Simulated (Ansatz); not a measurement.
Crystal: Pd3I.

```
I Pd
1.0
    -2.14695    2.14695    3.87591
     2.14695   -2.14695    3.87591
     2.14695    2.14695   -3.87591
I Pd
1 3
Direct
  0.00000 0.00000 0.00000
  0.50000 0.50000 0.00000
  0.25000 0.75000 0.50000
  0.75000 0.25000 0.50000
```

The cell comes from a database or a generator and needn't be the stable form of this composition.

```yaml
Program: Ansatz 0.2.0
Task: relaxation of cell and atoms
Functional: PBE
Dispersion: D4
Potentials_or_basis: Ansatz PAW
Cutoff: "420 eV (not typed: the program's choice for these potentials)"
k_mesh: 9 × 9 × 9
Occupations: fermi-dirac, width 0.05 eV
Spin: no spin polarisation
```

At the start: volume 17.87 Å³/atom.

Where does the relaxation end?

It ends after 4 steps and the volume is 17.14 Å³/atom (-4.0 %); space group I4/mmm (No. 139, to 0.05 Å).

Step by step:
| step | energy change (eV) | largest force (eV/Å) | volume (Å³) |
| --- | --- | --- | --- |
| 1 | 0.0000 | 0.0000 | 71.46 |
| 2 | -0.0454 | 0.0000 | 69.00 |
| 3 | -0.0467 | 0.0000 | 68.57 |
| 4 | -0.0455 | 0.0000 | 68.57 |

Final structure:
```
CELL_PARAMETERS angstrom
-2.11758 2.11758 3.82284
2.11758 -2.11758 3.82284
2.11758 2.11758 -3.82284
ATOMIC_POSITIONS crystal
I 0.00000 0.00000 0.00000
Pd 0.50000 0.50000 0.00000
Pd 0.25000 0.75000 0.50000
Pd 0.75000 0.25000 0.50000
```

Caveat: the plane-wave basis is chosen anew once the cell has moved, so the energies of steps on either side of that aren't comparable; an odd number of electrons without spin polarisation forces a metal; a magnetic or distorted state may lie lower; pairwise dispersion overbinds metals, which lowers pressure and volume.
